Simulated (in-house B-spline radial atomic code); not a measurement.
**In⁵⁺: binding energies from hole states**

Wanted: ΔSCF binding energies of In⁵⁺.

Method: Dirac-Hartree-Fock, average of configuration, Fermi nucleus, basis-set limit. Code: in-house B-spline radial atomic code version 1.

### Step 1. The atom as given

```
element       : indium (Z = 49)
charge        : +5
electrons     : 44
configuration : [Kr] 4d8
Hamiltonian   : Dirac-Coulomb
nucleus       : Fermi, rms radius 4.616 fm
```

The outer shells:

[Kr] 4d8
```
[Kr] core
4d [↑↓][↑↓][↑↓][↑ ][↑ ]
```

The boxes draw the filling by Hund's rule, which heavy ions in jj coupling don't follow; these runs average over all states of the configuration.

The run's settings:

```ini
Z = 49
electrons = 44.0
configuration = [Kr] 4d8
hamiltonian = dirac
method = hf
spin_polarised = False
nucleus = fermi
rms_radius = 4.6156
mass_number = 115
atomic_mass = 114.903878772
speed_of_light = 137.035999084
```

The reference is known from an earlier run: -5873.960039 hartree in all. Up to eight levels, counted from the top:

| orbital | occupation | energy (eV) | <r> (bohr) |
| --- | --- | --- | --- |
| 3p3/2 | 4 | -762.38 | 0.3487 |
| 3d3/2 | 4 | -546.96 | 0.3213 |
| 3d5/2 | 6 | -539.00 | 0.3248 |
| 4s1/2 | 2 | -211.59 | 0.8430 |
| 4p1/2 | 2 | -168.47 | 0.8892 |
| 4p3/2 | 4 | -161.28 | 0.9143 |
| 4d3/2 | 3.2 | -93.725 | 1.065 |
| 4d5/2 | 4.8 | -92.680 | 1.076 |

### Step 2. The 1s hole

Settings: those of step 1 with these lines changed.

```diff
@@ -1,4 +1,4 @@
 Z = 49
-electrons = 44.0
-configuration = [Kr] 4d8
+electrons = 43.0
+configuration = 1s1 2s2 2p6 3s2 3p6 3d10 4s2 4p6 4d8
 hamiltonian = dirac
```

Results of the run (chosen fields of its result record, rounded):

```text
status: converged
iterations: 10
energy [hartree]: {"total": -4840.83535126, "kinetic": 5065.32006955, "nuclear": -11863.3704098, "coulomb": 2079.98382776, "exact_exchange": -122.768838781}
breit [hartree]: {"gaunt": 2.212795, "retardation": -0.2971721, "frequency_dependence": -0.02148576}
qed [hartree]: {"self_energy": 1.832536, "uehling": -0.2294255, "wichmann_kroll": 0.004572581}
recoil [hartree]: 0.01660793
total_with_corrections [hartree]: -4837.31692332
orbitals [hartree, bohr; first row names the columns]:
  - ["name", "occ", "eps", "<r>"]
  - ["1s1/2", 1.0, -1062.7368, 0.0296]
  - ["2s1/2", 2.0, -167.17334, 0.1261]
  - ["2p1/2", 2.0, -157.58563, 0.1063]
  - ["2p3/2", 4.0, -149.24432, 0.11155]
  - ["3s1/2", 2.0, -36.327774, 0.33969]
  - ["3p1/2", 2.0, -31.998175, 0.32923]
  - ["3p3/2", 4.0, -30.427943, 0.33985]
  - ["3d3/2", 4.0, -22.352171, 0.31123]
  - ["3d5/2", 6.0, -22.025397, 0.31472]
  - ["4s1/2", 2.0, -8.8476089, 0.81706]
  - ["4p1/2", 2.0, -7.251072, 0.85355]
  - ["4p3/2", 4.0, -6.95513, 0.87764]
  - ["4d3/2", 3.2, -4.3333673, 0.99905]
  - ["4d5/2", 4.8, -4.2872825, 1.0091]
sum_r [bohr^k]: {"-1": 242.1112, "1": 21.66346, "2": 18.35027}
energy_minus_base [hartree]: 1033.12469
energy_minus_base_with_corrections [hartree]: 1029.81987
```

It took 1.1 s on 1 thread, shared host.

energy_minus_base is the energy less that of the reference run.

### Step 3. The 2s hole

Settings: those of step 2 with these lines changed.

```diff
@@ -2,3 +2,3 @@
 electrons = 43.0
-configuration = 1s1 2s2 2p6 3s2 3p6 3d10 4s2 4p6 4d8
+configuration = 1s2 2s1 2p6 3s2 3p6 3d10 4s2 4p6 4d8
 hamiltonian = dirac
```

From the record:

```text
status: converged
iterations: 10
energy [hartree]: {"total": -5714.56340795, "kinetic": 5995.24384719, "nuclear": -13711.7073499, "coulomb": 2145.36256348, "exact_exchange": -143.462468681}
breit [hartree]: {"gaunt": 4.380536, "retardation": -0.4542158, "frequency_dependence": -0.04030456}
qed [hartree]: {"self_energy": 2.953298, "uehling": -0.3795364, "wichmann_kroll": 0.007567361}
recoil [hartree]: 0.01838776
total_with_corrections [hartree]: -5708.07767537
orbitals [hartree, bohr; first row names the columns]:
  - ["name", "occ", "eps", "<r>"]
  - ["1s1/2", 2.0, -1041.9369, 0.029706]
  - ["2s1/2", 1.0, -165.33585, 0.12783]
  - ["2p1/2", 2.0, -153.94745, 0.10783]
  - ["2p3/2", 4.0, -146.043, 0.11301]
  - ["3s1/2", 2.0, -35.975698, 0.34165]
  - ["3p1/2", 2.0, -31.620457, 0.33213]
  - ["3p3/2", 4.0, -30.110082, 0.34253]
  - ["3d3/2", 4.0, -22.357162, 0.31234]
  - ["3d5/2", 6.0, -22.039021, 0.31574]
  - ["4s1/2", 2.0, -8.7881574, 0.82132]
  - ["4p1/2", 2.0, -7.192033, 0.85909]
  - ["4p3/2", 4.0, -6.9063052, 0.88267]
  - ["4d3/2", 3.2, -4.3402796, 0.99922]
  - ["4d5/2", 4.8, -4.2951998, 1.009]
sum_r [bohr^k]: {"-1": 279.8334, "1": 21.64862, "2": 18.43352}
energy_minus_base [hartree]: 159.396631
energy_minus_base_with_corrections [hartree]: 159.059113
```

It took 1.1 s on 1 thread, shared host.

### Step 4. The 2p1/2 hole

In configurations, a minus sign after the shell means j = l − 1/2 and a plus sign j = l + 1/2; the count of electrons follows.

Settings: those of step 3 with these lines changed.

```diff
@@ -2,3 +2,3 @@
 electrons = 43.0
-configuration = 1s2 2s1 2p6 3s2 3p6 3d10 4s2 4p6 4d8
+configuration = 1s2 2s2 2p-1 2p+4 3s2 3p6 3d10 4s2 4p6 4d8
 hamiltonian = dirac
```

From the record:

```text
status: converged
iterations: 10
energy [hartree]: {"total": -5725.78912745, "kinetic": 6008.41745094, "nuclear": -13727.7017971, "coulomb": 2137.39492666, "exact_exchange": -143.899707982}
breit [hartree]: {"gaunt": 4.210474, "retardation": -0.4250346, "frequency_dependence": -0.03861697}
qed [hartree]: {"self_energy": 3.119661, "uehling": -0.3991616, "wichmann_kroll": 0.007952773}
recoil [hartree]: 0.01944027
total_with_corrections [hartree]: -5719.29441311
orbitals [hartree, bohr; first row names the columns]:
  - ["name", "occ", "eps", "<r>"]
  - ["1s1/2", 2.0, -1043.4193, 0.029682]
  - ["2s1/2", 2.0, -165.0504, 0.12716]
  - ["2p1/2", 1.0, -155.33225, 0.10835]
  - ["2p3/2", 4.0, -147.01973, 0.11276]
  - ["3s1/2", 2.0, -36.095963, 0.34135]
  - ["3p1/2", 2.0, -31.566146, 0.33176]
  - ["3p3/2", 4.0, -30.184866, 0.34192]
  - ["3d3/2", 4.0, -22.296196, 0.3127]
  - ["3d5/2", 6.0, -22.089901, 0.31501]
  - ["4s1/2", 2.0, -8.807896, 0.82007]
  - ["4p1/2", 2.0, -7.1821519, 0.85963]
  - ["4p3/2", 4.0, -6.9180421, 0.88148]
  - ["4d3/2", 3.2, -4.3310092, 1.0007]
  - ["4d5/2", 4.8, -4.3008277, 1.0076]
sum_r [bohr^k]: {"-1": 280.1599, "1": 21.65195, "2": 18.41731}
energy_minus_base [hartree]: 148.170911
energy_minus_base_with_corrections [hartree]: 147.842375
```

It took 1.1 s on 1 thread, shared host.

### Step 5. The 2p3/2 hole

Settings: those of step 4 with these lines changed.

```diff
@@ -2,3 +2,3 @@
 electrons = 43.0
-configuration = 1s2 2s2 2p-1 2p+4 3s2 3p6 3d10 4s2 4p6 4d8
+configuration = 1s2 2s2 2p-2 2p+3 3s2 3p6 3d10 4s2 4p6 4d8
 hamiltonian = dirac
```

From the record:

```text
status: converged
iterations: 10
energy [hartree]: {"total": -5733.53374537, "kinetic": 6032.93150091, "nuclear": -13762.041709, "coulomb": 2139.80889869, "exact_exchange": -144.232435986}
breit [hartree]: {"gaunt": 4.318777, "retardation": -0.4250974, "frequency_dependence": -0.03115656}
qed [hartree]: {"self_energy": 3.105114, "uehling": -0.3996484, "wichmann_kroll": 0.007963469}
recoil [hartree]: 0.01937653
total_with_corrections [hartree]: -5726.93841644
orbitals [hartree, bohr; first row names the columns]:
  - ["name", "occ", "eps", "<r>"]
  - ["1s1/2", 2.0, -1042.8747, 0.029686]
  - ["2s1/2", 2.0, -164.92973, 0.12721]
  - ["2p1/2", 2.0, -154.80191, 0.10766]
  - ["2p3/2", 3.0, -146.97548, 0.11361]
  - ["3s1/2", 2.0, -36.085091, 0.34144]
  - ["3p1/2", 2.0, -31.684627, 0.33165]
  - ["3p3/2", 4.0, -30.112053, 0.3418]
  - ["3d3/2", 4.0, -22.397185, 0.3118]
  - ["3d5/2", 6.0, -22.016074, 0.31579]
  - ["4s1/2", 2.0, -8.8063639, 0.82021]
  - ["4p1/2", 2.0, -7.2023926, 0.85813]
  - ["4p3/2", 4.0, -6.9060368, 0.88256]
  - ["4d3/2", 3.2, -4.3449542, 0.99814]
  - ["4d5/2", 4.8, -4.2916125, 1.0095]
sum_r [bohr^k]: {"-1": 280.8607, "1": 21.65189, "2": 18.42337}
energy_minus_base [hartree]: 140.426293
energy_minus_base_with_corrections [hartree]: 140.198372
```

Run time: 1.1 s. Hardware: 1 thread, shared host.

### Step 6. The 3s hole

Settings: those of step 5 with these lines changed.

```diff
@@ -2,3 +2,3 @@
 electrons = 43.0
-configuration = 1s2 2s2 2p-2 2p+3 3s2 3p6 3d10 4s2 4p6 4d8
+configuration = 1s2 2s2 2p6 3s1 3p6 3d10 4s2 4p6 4d8
 hamiltonian = dirac
```

From the record:

```text
status: converged
iterations: 10
energy [hartree]: {"total": -5840.39728083, "kinetic": 6135.58661155, "nuclear": -14012.9057017, "coulomb": 2186.5970173, "exact_exchange": -149.675208029}
breit [hartree]: {"gaunt": 4.564024, "retardation": -0.4663861, "frequency_dependence": -0.03897324}
qed [hartree]: {"self_energy": 3.077392, "uehling": -0.3949089, "wichmann_kroll": 0.007870893}
recoil [hartree]: 0.01896576
total_with_corrections [hartree]: -5833.62929607
orbitals [hartree, bohr; first row names the columns]:
  - ["name", "occ", "eps", "<r>"]
  - ["1s1/2", 2.0, -1037.6776, 0.029705]
  - ["2s1/2", 2.0, -162.50692, 0.128]
  - ["2p1/2", 2.0, -151.52333, 0.1085]
  - ["2p3/2", 4.0, -143.72793, 0.11372]
  - ["3s1/2", 1.0, -35.737614, 0.34624]
  - ["3p1/2", 2.0, -30.95099, 0.33581]
  - ["3p3/2", 4.0, -29.477852, 0.34638]
  - ["3d3/2", 4.0, -21.7858, 0.31774]
  - ["3d5/2", 6.0, -21.486475, 0.32111]
  - ["4s1/2", 2.0, -8.7383439, 0.82456]
  - ["4p1/2", 2.0, -7.149221, 0.86463]
  - ["4p3/2", 4.0, -6.8658466, 0.88825]
  - ["4d3/2", 3.2, -4.3132322, 1.0074]
  - ["4d5/2", 4.8, -4.2696036, 1.017]
sum_r [bohr^k]: {"-1": 285.9804, "1": 21.62461, "2": 18.61335}
energy_minus_base [hartree]: 33.5627578
energy_minus_base_with_corrections [hartree]: 33.5074925
```

It took 1.1 s on 1 thread, shared host.

### Step 7. The 3p1/2 hole

Settings: those of step 6 with these lines changed.

```diff
@@ -2,3 +2,3 @@
 electrons = 43.0
-configuration = 1s2 2s2 2p6 3s1 3p6 3d10 4s2 4p6 4d8
+configuration = 1s2 2s2 2p6 3s2 3p-1 3p+4 3d10 4s2 4p6 4d8
 hamiltonian = dirac
```

From the record:

```text
status: converged
iterations: 10
energy [hartree]: {"total": -5844.93598695, "kinetic": 6140.72365291, "nuclear": -14020.7643029, "coulomb": 2185.15139985, "exact_exchange": -150.046736857}
breit [hartree]: {"gaunt": 4.536317, "retardation": -0.4615004, "frequency_dependence": -0.03883145}
qed [hartree]: {"self_energy": 3.110343, "uehling": -0.3987223, "wichmann_kroll": 0.007945662}
recoil [hartree]: 0.019164
total_with_corrections [hartree]: -5838.16127172
orbitals [hartree, bohr; first row names the columns]:
  - ["name", "occ", "eps", "<r>"]
  - ["1s1/2", 2.0, -1037.8589, 0.029702]
  - ["2s1/2", 2.0, -162.6706, 0.12783]
  - ["2p1/2", 2.0, -151.50769, 0.10862]
  - ["2p3/2", 4.0, -143.84334, 0.11368]
  - ["3s1/2", 2.0, -35.473044, 0.34456]
  - ["3p1/2", 1.0, -31.254446, 0.33774]
  - ["3p3/2", 4.0, -29.652499, 0.34603]
  - ["3d3/2", 4.0, -21.670042, 0.31756]
  - ["3d5/2", 6.0, -21.554225, 0.32091]
  - ["4s1/2", 2.0, -8.7637784, 0.82464]
  - ["4p1/2", 2.0, -7.1225871, 0.86473]
  - ["4p3/2", 4.0, -6.8737703, 0.8876]
  - ["4d3/2", 3.2, -4.3102887, 1.0078]
  - ["4d5/2", 4.8, -4.2722515, 1.0163]
sum_r [bohr^k]: {"-1": 286.1408, "1": 21.62641, "2": 18.60832}
energy_minus_base [hartree]: 29.0240517
energy_minus_base_with_corrections [hartree]: 28.9755168
```

It took 1.1 s on 1 thread, shared host.

### Step 8. The 3p3/2 hole

Settings: those of step 7 with these lines changed.

```diff
@@ -2,3 +2,3 @@
 electrons = 43.0
-configuration = 1s2 2s2 2p6 3s2 3p-1 3p+4 3d10 4s2 4p6 4d8
+configuration = 1s2 2s2 2p6 3s2 3p-2 3p+3 3d10 4s2 4p6 4d8
 hamiltonian = dirac
```

From the record:

```text
status: converged
iterations: 10
energy [hartree]: {"total": -5846.36979285, "kinetic": 6145.28124021, "nuclear": -14027.8920385, "coulomb": 2186.42597285, "exact_exchange": -150.184967458}
breit [hartree]: {"gaunt": 4.556122, "retardation": -0.4615083, "frequency_dependence": -0.03731636}
qed [hartree]: {"self_energy": 3.107723, "uehling": -0.3988268, "wichmann_kroll": 0.007947947}
recoil [hartree]: 0.01914505
total_with_corrections [hartree]: -5839.57650633
orbitals [hartree, bohr; first row names the columns]:
  - ["name", "occ", "eps", "<r>"]
  - ["1s1/2", 2.0, -1037.742, 0.029703]
  - ["2s1/2", 2.0, -162.61007, 0.12784]
  - ["2p1/2", 2.0, -151.57807, 0.10847]
  - ["2p3/2", 4.0, -143.71518, 0.11383]
  - ["3s1/2", 2.0, -35.449616, 0.34462]
  - ["3p1/2", 2.0, -31.101669, 0.33566]
  - ["3p3/2", 3.0, -29.667261, 0.34849]
  - ["3d3/2", 4.0, -21.807288, 0.31774]
  - ["3d5/2", 6.0, -21.420066, 0.32108]
  - ["4s1/2", 2.0, -8.7618931, 0.82486]
  - ["4p1/2", 2.0, -7.1550536, 0.86428]
  - ["4p3/2", 4.0, -6.8575783, 0.88698]
  - ["4d3/2", 3.2, -4.3140408, 1.0073]
  - ["4d5/2", 4.8, -4.2676626, 1.0174]
sum_r [bohr^k]: {"-1": 286.2862, "1": 21.62393, "2": 18.61428}
energy_minus_base [hartree]: 27.5902458
energy_minus_base_with_corrections [hartree]: 27.5602822
```

It took 1.1 s on 1 thread, shared host.

### Step 9. Results

| hole | ΔSCF (eV) | with Breit, QED, recoil (eV) | −ε of the parent (eV) | −ε less ΔSCF (eV) |
| --- | --- | --- | --- | --- |
| 1s | 28112.8 | 28022.8 | 28174.0 | 61.29 |
| 2s | 4337.40 | 4328.22 | 4368.66 | 31.26 |
| 2p1/2 | 4031.94 | 4023.00 | 4066.53 | 34.59 |
| 2p3/2 | 3821.19 | 3814.99 | 3854.68 | 33.49 |
| 3s | 913.29 | 911.79 | 924.91 | 11.63 |
| 3p1/2 | 789.78 | 788.46 | 801.83 | 12.05 |
| 3p3/2 | 750.77 | 749.95 | 762.38 | 11.61 |

**Reading.** Koopmans' values overshoot, as they freeze the orbitals; relaxation lowers the cost by 61.3 eV for 1s and 11.61 eV for 3p3/2. The difference of the 1s and 2p3/2 holes gives a Kα1 line at 24207.8 eV for this charge state (with Breit, QED and recoil). The spin-orbit splitting of the 2p hole is 208.00 eV with those corrections. Values are for the free ion, measured from the vacuum level.
